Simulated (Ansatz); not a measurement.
# C2H8O2Si: up Jacob's ladder to CCSD(T)

An exercise on one series of results from a longer session: the logs are not shown, and one member is left open.

Computed with Ansatz 0.2.0, Gaussian basis. Level: functionals in def2-TZVPP, the program's frozen cores in correlated methods.

Levels to be run: PBE-D4, r2SCAN-D4, PBE0-D4, B3LYP-D4, ωB97X-V, ωB97M-V, B2PLYP; CCSD(T)/def2-TZVPP; MP2/def2-QZVPP; extrapolation to the limit.

**The relaxed structure**

All runs share one geometry, relaxed beforehand with PBE0-D4 in a triple-zeta def2 set.

SMILES `CO[SiH](C)O`, 13 atoms, charge 0, spin multiplicity 1.

Atoms are counted from 1 here; the program's logs count them from 0.

Bond lengths: C1–O2 1.406 Å, C1–H6 1.092 Å, C1–H7 1.096 Å, C1–H8 1.098 Å, O2–Si3 1.640 Å, Si3–C4 1.845 Å, Si3–O5 1.648 Å, Si3–H9 1.494 Å, C4–H10 1.093 Å, C4–H11 1.092 Å, C4–H12 1.092 Å, O5–H13 0.957 Å. Angles: O2–C1–H6 108.6°, O2–C1–H7 111.3°, O2–C1–H8 111.7°, H6–C1–H7 108.4°, H6–C1–H8 108.2°, H7–C1–H8 108.6°, C1–O2–Si3 123.5°, O2–Si3–C4 106.7°, O2–Si3–O5 112.4°, O2–Si3–H9 108.0°, C4–Si3–O5 108.2°, C4–Si3–H9 114.0°, O5–Si3–H9 107.6°, Si3–C4–H10 110.1°, Si3–C4–H11 110.8°, Si3–C4–H12 110.8°, H10–C4–H11 108.2°, H10–C4–H12 108.2° and more.

The first run:

File in.yaml:

```yaml
crystal:
  periodic: [false, false, false]
  atoms:
    - {symbol: C, position_ang: [-0.008516, -0.794399, -1.999114]}
    - {symbol: O, position_ang: [-0.332474, -0.782038, -0.631310]}
    - {symbol: Si, position_ang: [0.270038, 0.310608, 0.432432]}
    - {symbol: C, position_ang: [-0.414852, -0.127966, 2.088265]}
    - {symbol: O, position_ang: [-0.189753, 1.852388, 0.077192]}
    - {symbol: H, position_ang: [-0.366358, -1.730170, -2.432719]}
    - {symbol: H, position_ang: [-0.487699, 0.036786, -2.528444]}
    - {symbol: H, position_ang: [1.075517, -0.733850, -2.160569]}
    - {symbol: H, position_ang: [1.761114, 0.254407, 0.356109]}
    - {symbol: H, position_ang: [-1.501838, -0.016000, 2.086081]}
    - {symbol: H, position_ang: [-0.178327, -1.162657, 2.344576]}
    - {symbol: H, position_ang: [-0.006086, 0.525505, 2.861871]}
    - {symbol: H, position_ang: [0.379245, 2.367387, -0.494368]}
basis:
  gaussian: {orbitals: def2-TZVPP}
hamiltonian: {xc: pbe, dispersion: d4}
output: {forces: true, orbitals: {seedname: orbitals}}
```

Command:

```bash
> ansatz run in.yaml --threads 2 --pin off --events-out ev --progress --plain --max-ram 32768MiB --backend cuda --devices 0, --max-vram 18GiB
```

Steps of the session up to this table: PBE-D4 (GGA); r2SCAN-D4 (meta-GGA); PBE0-D4 (hybrid); B3LYP-D4 (hybrid); ωB97X-V (range-separated); ωB97M-V (range-separated); B2PLYP (double hybrid); CCSD(T) in def2-TZVPP; MP2 in def2-QZVPP.

One table of the session follows, with a row left open; its other results are not shown here.

```
            method  atomisation energy (kJ/mol)
            PBE-D4                       5046.8
         r2SCAN-D4                       5001.1
           PBE0-D4                       4970.5
          B3LYP-D4                       4988.3
           ωB97X-V                       5005.1
           ωB97M-V                       5010.4
            B2PLYP                       4945.6
     HF/def2-TZVPP                       3688.9
    MP2/def2-TZVPP                       4953.8
   CCSD/def2-TZVPP                       4820.7
CCSD(T)/def2-TZVPP                            ?
           MP2/CBS                       5082.3
       CCSD(T)/CBS                       5010.3
```

Estimate the missing values for CCSD(T)/def2-TZVPP.

**Answer.** atomisation energy (kJ/mol): 4881.8. In the column «atomisation energy (kJ/mol)» it lies between CCSD/def2-TZVPP (4820.7) and B2PLYP (4945.6).
